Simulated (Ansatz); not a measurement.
# Al3Ni3N: the cost of one run

Program: Ansatz 0.2.0. Level of theory: DFT PBEsol, scalar-relativistic, plane waves, PAW. These are calculated values, not measurements.

3 further runs of the same task are left out: 3 set aside as unsound or not needed. Runs told in other sessions of the task aren't counted.

### 1 The system as given

Symmetry: P4mm, No. 99, tetragonal system. The conventional cell has a = 2.862 Å, b = 2.862 Å, c = 24.155 Å, α = 90.00°, β = 90.00°, γ = 90.00°. Ni (site symmetry 4mm) has 4 Al at 2.48 Å in its first shell of neighbours. Al (site symmetry 4mm) has 8 Ni at 2.48 Å in its first shell of neighbours. Ni (site symmetry 4mm) is surrounded by 8 Al at 2.48 Å. Al (site symmetry 4mm) has 8 Ni at 2.48 to 2.51 Å and 6 Al at 2.83 to 2.87 Å in its first shell of neighbours. Around Ni (site symmetry 4mm) lie 8 Al at 2.43 to 2.51 Å. Around Al (site symmetry 4mm) lie 4 Ni at 2.43 Å.

Structure file:

```
Ni Al
1.0
     2.86217    0.00000    0.00000
     0.00000    2.86217    0.00000
     0.00000    0.00000   24.15541
Ni Al
3 3
Direct
  0.50000 0.50000 0.35189
  0.50000 0.50000 0.47038
  0.50000 0.50000 0.59132
  0.00000 0.00000 0.41113
  0.00000 0.00000 0.52975
  0.00000 0.00000 0.64694
```

Miller indices refer to the conventional cell of the relaxed bulk, Pm-3m (No. 221): a = 2.862 Å, b = 2.862 Å, c = 2.862 Å, α = 90.00°, β = 90.00°, γ = 90.00°.

It is a (100) slab, 7.2 Å thick as cut, with 17 Å of vacuum; its outer planes are Al (top) and Ni (bottom). An earlier relaxation, lower half held, gave -18989.8499 eV, work function 4.08 eV (top face), 4.77 eV (bottom face), dipole along +c 0.031 e·Å per cell.

### 2 N over (0.00, 0.00)

The slab is now rigid. N is held over places of the 1×1 surface cell, counted from the highest atom, and only its height relaxes; places alike by symmetry are run once.

File input.yaml:

```yaml
crystal:
  lattice:
    - [2.8621655562, 0.0, 0.0]
    - [0.0, 2.8621655562, 0.0]
    - [0.0, 0.0, 26.1554138905]
  atoms:
    - { symbol: Ni, position: [0.5, 0.5, 0.3249805198] }
    - { symbol: Al, position: [0.0, 0.0, 0.3796951109] }
    - { symbol: Ni, position: [0.5, 0.5, 0.4344097021] }
    - { symbol: Al, position: [0.0, 0.0, 0.4892465812] }
    - { symbol: Ni, position: [0.5, 0.5, 0.5461082211] }
    - { symbol: Al, position: [0.0, 0.0, 0.5974673309] }
    - { symbol: "N", position: [0.0, 0.0, 0.6708746954] }
basis:
  ecutwfc: 420
kpoints:
  mp_grid: { grid: [10, 10, 1] }
hamiltonian:
  xc: pbesol
scf:
  occupations: { method: gaussian, width: 0.1 }
output:
  forces: true
  eigenvalues: true
relax:
  adjacent_minimum: "off"
  f_tol: 0.02
  max_steps: 25
  constraints: [{ sites: [0, 1, 2, 3, 4, 5] }, { site: 6, fix: xy }]
efield:
  axis: 3
  dipole_correction: true
  ramp_width: 0.04
```

The run is started by

```
> ansatz run input.yaml --threads 2 --pin off --max-ram 5120MiB --backend cpu --events-out ev --progress --plain --runs-dir out
```

What time and memory should one allow on 2 threads of Intel Xeon Platinum 8259CL at 2.50GHz (Skylake/Cascade Lake), shared host?

About 35 s, with a peak of 0.58 GiB.
